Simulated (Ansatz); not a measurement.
I need a formation energy from the elements of AlPt and its elements. Use Ansatz's Python interface. Use (first run): r2SCAN, norm-conserving potentials, the default cutoff (1143 eV here), 7×7×7 k-points, Fermi-Dirac smearing of 0.1 eV.

The script, `run_formation.py`:
```python
# -*- coding: utf-8 -*-
from collections import Counter
import logging
import sys
import warnings

import ansatz as az
import numpy as np
from tabulate import tabulate

logging.basicConfig(stream=sys.stdout, format="[%(levelname)s] %(message)s")
log = logging.getLogger("ansatz_job")
log.setLevel(logging.INFO)

XC = "r2SCAN"
K_SPACING = 0.3
FILLING = "fermi_dirac"
SMEARING_WIDTH = 0.1


def solve(name, crystal):
    calc = crystal.calculation()
    calc = calc.initial_density(normalization="atom")
    calc = calc.functional(XC)
    calc = calc.pseudopotentials("nc")
    calc = calc.kpoints(spacing=K_SPACING).occupations(FILLING, width=SMEARING_WIDTH)
    calc = calc.stress()
    calc = calc.relax(force_tolerance=0.02, cell=True)
    return calc.run(threads=1)


def counts(outcome):
    return Counter(site.symbol for site in outcome.lattice.sites)

def formation_energy(outcome, mu):
    n = counts(outcome)
    return (outcome.report["energy_sigma0_ev"] - sum(k * mu[element] for element, k in n.items())) / sum(n.values())


def volume_per_atom(outcome):
    return abs(np.linalg.det(outcome.lattice.cell_ang)) / len(outcome.lattice.sites)


def main():
    warnings.simplefilter("ignore", az.DeckWarning)

    phases = {}
    alpt = (
        az.Lattice.cubic(3.091546)
        .space_group(221)
        .atom("Al", (0.0, 0.0, 0.0))
        .atom("Pt", (0.5, 0.5, 0.5))
    )
    phases["AlPt"] = alpt
    al = (
        az.Lattice.fcc(4.04961)
        .space_group(225)
        .atom("Al", (0.0, 0.0, 0.0))
        .primitive()
    )
    phases["Al"] = al
    pt = (
        az.Lattice.of((0.0, 1.9609, 1.9609), (1.9609, 0.0, 1.9609), (1.9609, 1.9609, 0.0))
        .atom("Pt", (0.0, 0.0, 0.0))
    )
    phases["Pt"] = pt

    done = {name: solve(name, crystal) for name, crystal in phases.items()}

    references = {"Al": "Al", "Pt": "Pt"}
    mu = {element: done[name].report["energy_sigma0_ev"] / len(done[name].lattice.sites) for element, name in references.items()}

    target = done["AlPt"]
    heat = formation_energy(target, mu)
    rows = [(name, len(o.lattice.sites), volume_per_atom(o), formation_energy(o, mu)) for name, o in done.items()]
    print(tabulate(rows, headers=["phase", "atoms", "V (A^3/atom)", "E_form (eV/atom)"], floatfmt=".4f", tablefmt="plain"))


if __name__ == "__main__":
    main()
```

```console
$ python run_formation.py
phase      atoms    V (A^3/atom)    E_form (eV/atom)
AlPt           2         14.4072             -1.0213
Al             1         15.9484              0.0000
Pt             1         15.3379              0.0000
```

Notes:
- These settings explore the input space; cutoff and mesh may be short of convergence.
- Such functionals run on norm-conserving files made under PBE, which can move pressures by some GPa.
- For the metals among these phases the mesh is modest: differences between phases can be off by up to 40 meV an atom.
- Spin-orbit coupling, which matters for elements this heavy, is left out.
- The cells come from databases of deposited and of computed structures, and not all need be stable phases.
- The compound is the structure given, not necessarily its lowest; energies are at zero temperature, with no correction for gases. A semilocal functional's error on such energies is often 0.05 to 0.1 eV an atom, and 0.1 to 0.3 eV against gases such as O2 or F2.
- Wall time of the script: 65 s on 1 thread of AMD EPYC 7R43 64-Core Processor (Zen 3) (shared host), peak memory 0.6 GiB.

(A comment or docstring line of the script was reworded after the run, the code is as it ran; lines on the test bed's own set-up are left out of the output.)
